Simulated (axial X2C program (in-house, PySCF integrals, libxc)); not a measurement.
**WOH: bond lengths and stretches, held linear**

The task here is to estimate one member of a computed series from the others.

Program: an in-house X2C program for linear molecules on PySCF integrals. Level of theory: all-electron X2C, two-component (2c) or spin-free, W dyall-v3z, O dyall-av3z, H dyall-v3z. These are calculated values, not measurements.

All values are calculated.

2 further runs of the same task are left out: 2 set aside as unsound or not needed.

The first run:

The input, task.json:

```json
{
 "zs": [
  74,
  8,
  1
 ],
 "q": 0,
 "bas": [
  "dyall-v3z",
  "dyall-av3z",
  "dyall-v3z"
 ],
 "r0": [
  2.0,
  0.96
 ],
 "symm": 0,
 "scan": [
  "PBE0",
  "HF",
  "B3LYP"
 ],
 "levels": [
  "PBE0",
  "HF",
  "PBE"
 ],
 "nst": 2
}
```

Keys: zs atomic numbers; q charge; bas basis sets; r0 starting distance in Å; symm equal bonds; scan levels of the two-bond scan (MP2 follows by itself at each HF point); levels methods; nst determinants followed.

The run is started by

```console
$ python solin.py task.json out
```

Masses W 183.951, O 15.995, H 1.008 u.

Steps of the session up to this table: Scan at PBE0, 2c; Scan at HF, 2c; Scan at B3LYP, 2c.

One of the session's tables, all rows but one given; the rest of the session is left out.

```
           level  r(W–O) (Å)  r(O–H) (Å)  lower stretch (cm⁻¹)  upper stretch (cm⁻¹)
        PBE0, 2c           ?           ?                     ?                     ?
          HF, 2c       1.917       0.930                 665.7                4300.2
       B3LYP, 2c       1.888       0.950                 664.0                4016.9
         MP2, 2c       1.900       0.952                 681.1                4018.9
 PBE0, spin-free       1.882       0.947                 704.1                4079.2
   HF, spin-free       1.919       0.930                 665.1                4300.9
B3LYP, spin-free       1.896       0.950                 689.3                4023.5
  MP2, spin-free       1.903       0.952                 681.4                4019.5
```

**Question.** Estimate the row for PBE0, 2c.

**Answer.** r(W–O) (Å): 1.879; r(O–H) (Å): 0.947; lower stretch (cm⁻¹): 703.2; upper stretch (cm⁻¹): 4077.4. In the column «r(W–O) (Å)» it is the lowest.

Scans not shown above were run alike.

MP2 freezes inner shells (threshold -2 hartree). The molecule was held linear; bending was not examined, so a bent shape may lie lower. Note: several unpaired electrons, one determinant need not be a pure state.
